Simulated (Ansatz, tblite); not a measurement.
**Si(NMeEt)Cl3 (C3H8Cl3NSi): rung by rung**

How do method and basis change the picture of Si(NMeEt)Cl3 (C3H8Cl3NSi) (singlet)?

Computed with Ansatz 0.2.0, Gaussian basis. Level: as each input shows.

Levels to be run: GFN1-xTB, GFN2-xTB, PBE-D4/def2-TZVP, r2SCAN-D4/def2-TZVP, CAM-B3LYP-D4/def2-TZVP, r2SCANh-D4/def2-TZVP, revPBE-D4/def2-TZVP, PBE-D4/def2-SVP, PBE0-D4/def2-SVP, HF/STO-3G, MP2/def2-TZVP, RPA/def2-TZVP.

2 further runs of the same task are left out: 2 set aside as unsound or not needed.

### Step 1. The relaxed structure

The singlet was relaxed beforehand with PBE-D4/def2-SVP.

16 atoms, charge 0, spin multiplicity 1.

Bond lengths: C1–N7 1.459 Å, C1–H9 1.113 Å, C1–H10 1.114 Å, C1–H11 1.107 Å, C2–C3 1.532 Å, C2–N7 1.468 Å, C2–H12 1.114 Å, C2–H13 1.110 Å, C3–H14 1.109 Å, C3–H15 1.109 Å, C3–H16 1.109 Å, Cl4–Si8 2.080 Å, Cl5–Si8 2.066 Å, Cl6–Si8 2.067 Å, N7–Si8 1.719 Å. Angles: N7–C1–H9 109.8°, N7–C1–H10 113.1°, N7–C1–H11 110.4°, H9–C1–H10 107.9°, H9–C1–H11 107.6°, H10–C1–H11 107.9°, C3–C2–N7 114.7°, C3–C2–H12 110.1°, C3–C2–H13 109.8°, N7–C2–H12 107.5°, N7–C2–H13 108.3°, H12–C2–H13 106.0°, C2–C3–H14 110.5°, C2–C3–H15 110.9°, C2–C3–H16 111.9°, H14–C3–H15 108.1°, H14–C3–H16 107.4°, H15–C3–H16 107.8° and more.

PBE0-D4/def2-TZVP was run before; its log isn't repeated, and its numbers join the tables.

### Step 2. GFN1-xTB

Tight binding, by tblite at 300 K electronic temperature and without a spin-polarisation term:

```python
tblite.interface.Calculator('GFN1-xTB', numbers, positions, charge=0, uhf=0).singlepoint()
```

Energy -780.6272 eV, HOMO -10.67 eV, LUMO -4.20 eV; 0.012 s.

### Step 3. GFN2-xTB

Tight binding, by tblite at 300 K electronic temperature and without a spin-polarisation term:

```python
tblite.interface.Calculator('GFN2-xTB', numbers, positions, charge=0, uhf=0).singlepoint()
```

Energy -787.8389 eV, HOMO -10.70 eV, LUMO -5.28 eV; 0.01 s.

### Step 4. PBE-D4/def2-TZVP

start.molden holds the orbitals of an earlier run on this state, given as this run's starting guess.

Input file in.yaml:

```yaml
crystal:
  periodic: [false, false, false]
  atoms:
    - {symbol: C, position_ang: [0.284573, 1.531744, 0.694236]}
    - {symbol: C, position_ang: [-0.746236, -0.712891, 0.548573]}
    - {symbol: C, position_ang: [0.390956, -1.616424, 1.034579]}
    - {symbol: Cl, position_ang: [1.682668, -0.329034, -2.515444]}
    - {symbol: Cl, position_ang: [-0.138752, 2.457686, -2.551360]}
    - {symbol: Cl, position_ang: [-1.624730, -0.564204, -2.749038]}
    - {symbol: N, position_ang: [-0.309209, 0.501881, -0.150867]}
    - {symbol: Si, position_ang: [-0.102576, 0.511950, -1.857110]}
    - {symbol: H, position_ang: [-0.417784, 1.797142, 1.515423]}
    - {symbol: H, position_ang: [1.247449, 1.216369, 1.157007]}
    - {symbol: H, position_ang: [0.475036, 2.449880, 0.106554]}
    - {symbol: H, position_ang: [-1.378496, -0.395482, 1.409604]}
    - {symbol: H, position_ang: [-1.415989, -1.282016, -0.128680]}
    - {symbol: H, position_ang: [-0.016516, -2.504817, 1.558358]}
    - {symbol: H, position_ang: [1.007564, -1.969892, 0.183520]}
    - {symbol: H, position_ang: [1.062023, -1.091880, 1.744656]}
basis:
  gaussian: {orbitals: def2-TZVP, initial_orbitals: start.molden}
hamiltonian: {xc: pbe, dispersion: d4}
scf: {omitted_lower_state_checks: [starts]}
output: {forces: true, orbitals: {seedname: orbitals}}
```

The run is started by

```
$ ansatz run in.yaml --threads 4 --pin off --events-out ev --progress --plain --max-ram 4787MiB
```

The runs that follow: r2SCAN-D4/def2-TZVP; CAM-B3LYP-D4/def2-TZVP; r2SCANh-D4/def2-TZVP; revPBE-D4/def2-TZVP; PBE-D4/def2-SVP; PBE0-D4/def2-SVP; HF/STO-3G; MP2/def2-TZVP; RPA/def2-TZVP.

**Question.** What will the summary of the whole plan be? Wanted: gap in def2-TZVP, named functionals, smallest and largest; correlation energy, MP2/def2-TZVP; binding an atom, functionals in def2-TZVP; PBE0 total energy, smallest basis above largest.

As calculated:

| quantity | value |
| --- | --- |
| gap in def2-TZVP, named functionals, smallest and largest | 4.70 eV (PBE-D4), 9.57 eV (CAM-B3LYP-D4) |
| correlation energy, MP2/def2-TZVP | -37.74 eV |
| binding an atom, functionals in def2-TZVP | 3.89 (r2SCANh-D4) to 3.98 eV (PBE-D4) |
| PBE0 total energy, smallest basis above largest | 20.88 eV (def2-SVP, def2-TZVP) |

**Reading.** Orbital gaps of the named functionals in def2-TZVP span 4.70 eV (PBE-D4) to 9.57 eV (CAM-B3LYP-D4); exact exchange widens it.
